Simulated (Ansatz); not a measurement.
# B3Rh: the cost of one run

Program: Ansatz 0.2.0. Level of theory: DFT PBE, scalar-relativistic, plane waves, PAW. These are calculated values, not measurements.

1 further run of the same task is left out (it didn't finish).

## Step 1: The starting structure

The structure is hexagonal, space group P-6m2 (No. 187). Conventional cell: a = 2.908 Å, b = 2.908 Å, c = 4.597 Å, α = 90.00°, β = 90.00°, γ = 120.00°. B (site symmetry -6m2) is surrounded by 6 B at 1.86 Å and 2 Rh at 2.30 Å. B (site symmetry 3m) is surrounded by 4 B at 1.59 to 1.86 Å and 3 Rh at 2.25 Å. Rh (site symmetry -6m2) is surrounded by 8 B at 2.25 to 2.30 Å.

Coordinates:

```
B Rh
1.0
     2.90768    0.00000    0.00000
    -1.45384    2.51812    0.00000
     0.00000    0.00000    4.59739
B Rh
3 1
Cartesian
  1.4538 0.8394 0.0000
  0.0000 1.6787 3.8030
  0.0000 1.6787 0.7944
  1.4538 0.8394 2.2987
```

The cell was relaxed beforehand at this level, from a generated guess; it needn't be the stable form of this composition. At a tolerance of 0.05 Å it has space group P-6m2 (No. 187); it has 8.42 Å³/atom, an uncorrected energy of -0.11 eV/atom over the elements.

## Step 2: Static run: bands, density of states and charges

Contents of input.yaml:

```yaml
crystal:
  lattice:
    - [2.9076799734, 0.0, 0.0]
    - [-1.4538399867, 2.518124723, 0.0]
    - [0.0, 0.0, 4.5973938]
  atoms:
    - { symbol: B, position: [0.6666666667, 0.3333333333, 0.0] }
    - { symbol: B, position: [0.3333333333, 0.6666666667, 0.827207] }
    - { symbol: B, position: [0.3333333333, 0.6666666667, 0.172793] }
    - { symbol: Rh, position: [0.6666666667, 0.3333333333, 0.5] }
basis:
  ecutwfc: 420
kpoints:
  mp_grid: { grid: [18, 18, 10] }
  band_path:
    path:
      - [[0.0, 0.0, 0.0], [0.5, 0.0, 0.0], [0.33333333, 0.33333333, 0.0], [0.0, 0.0, 0.0], [0.0, 0.0, 0.5], [0.5, 0.0, 0.5], [0.33333333, 0.33333333, 0.5], [0.0, 0.0, 0.5]]
      - [[0.5, 0.0, 0.5], [0.5, 0.0, 0.0]]
      - [[0.33333333, 0.33333333, 0.5], [0.33333333, 0.33333333, 0.0]]
    npoints: 14
hamiltonian:
  xc: pbe
scf:
  occupations: { method: gaussian, width: 0.1 }
  n_extra_bands: 10
output:
  forces: true
  stress: true
  eigenvalues: true
  populations: true
  dos: { projected: true, de: 0.02, nscf_kmesh: { grid: [22, 22, 12] } }
  bader: true
  write_density: true
  write_potential: true
  elf: true
  volumetric_format: npy
```

Launch:

```bash
$ ansatz run input.yaml --threads 1 --pin off --max-ram 3072MiB --backend cpu --events-out ev --progress --plain --runs-dir out
```

**Question.** How long does this run take on 1 thread of Arm Neoverse V2, shared host, and how much memory does it need?

About 63 s, with a peak of 0.44 GiB.
